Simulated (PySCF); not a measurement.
# The bond of NaAs, level by level

One table from this session's results is given with a row withheld; the runs are named, their logs left out.

The runs use PySCF 2.14.0; Na def2-SVP, As def2-SVP, no relativity.

Set-up of the first run:

The job is set up so:

```json
{
  "atoms": "Na, As",
  "charge": "0",
  "basis": "Na def2-SVP, As def2-SVP",
  "Hamiltonian": "no relativity",
  "basis functions": "47",
  "electrons treated": "44",
  "masses in u": "22.9898, 74.9216",
  "levels": "PBE0, PBE, r²SCAN, B2PLYP, PBEsol, BP86, LC-ωPBE, HF, MP2, SCS-MP2, CCSD, CCSD(T)",
  "grid": "80 radial by 434 angular points",
  "occupations": "held fixed by the projection of orbital angular momentum",
  "dissociation limit": "Na + As, each in its ground configuration",
  "starting distance in angstrom": "2.750",
  "values of 2S to try": "0, 2, 4"
}
```

Command:

```bash
> OMP_NUM_THREADS=1 python dia.py task.json out
```

Steps of the session up to this table: The job; First curve: PBE0; Higher solutions at PBE0; PBE; r²SCAN; B2PLYP (double hybrid); PBEsol (GGA); BP86 (GGA); LC-ωPBE (range-separated hybrid); ROHF (mean field); Correlated methods on the Hartree–Fock reference.

One table of the session follows, with a row left open; its other results are not shown here.

Energy (eV) from each level's lowest point:

```
R (Å)   ROHF  ROHF-MP2  ROHF-SCS-MP2  ROHF-CCSD  ROHF-CCSD(T)
2.370  0.458     0.437         0.444        n/a           n/a
2.480  0.213     0.203         0.208      0.220         0.227
2.591  0.074     0.070         0.073      0.082         0.087
2.673  0.020     0.019         0.021      0.026         0.030
2.756  0.000     0.000         0.000      0.001         0.003
2.839  0.006     0.006         0.004      0.000         0.000
2.949  0.045     0.042         0.038      0.026         0.023
3.087      ?         ?             ?          ?             ?
3.252  0.266     0.252         0.240      0.192         0.178
3.473  0.480     0.455         0.437        n/a           n/a
```

Q: Estimate the row for R (Å) = 3.087 from the others.

Worked estimate for «ROHF». A straight line through the neighbours (2.949, 0.045) and (3.252, 0.266) gives 0.045 + (0.266 − 0.045) × (3.087 − 2.949) / (3.252 − 2.949) = 0.146; a parabola fitted to 4 rows on both sides gives 0.134.

As computed: ROHF: 0.129; ROHF-MP2: 0.123; ROHF-SCS-MP2: 0.115; ROHF-CCSD: 0.089; ROHF-CCSD(T): 0.081. In «ROHF» the line misses by +0.017 and the parabola by +0.005.
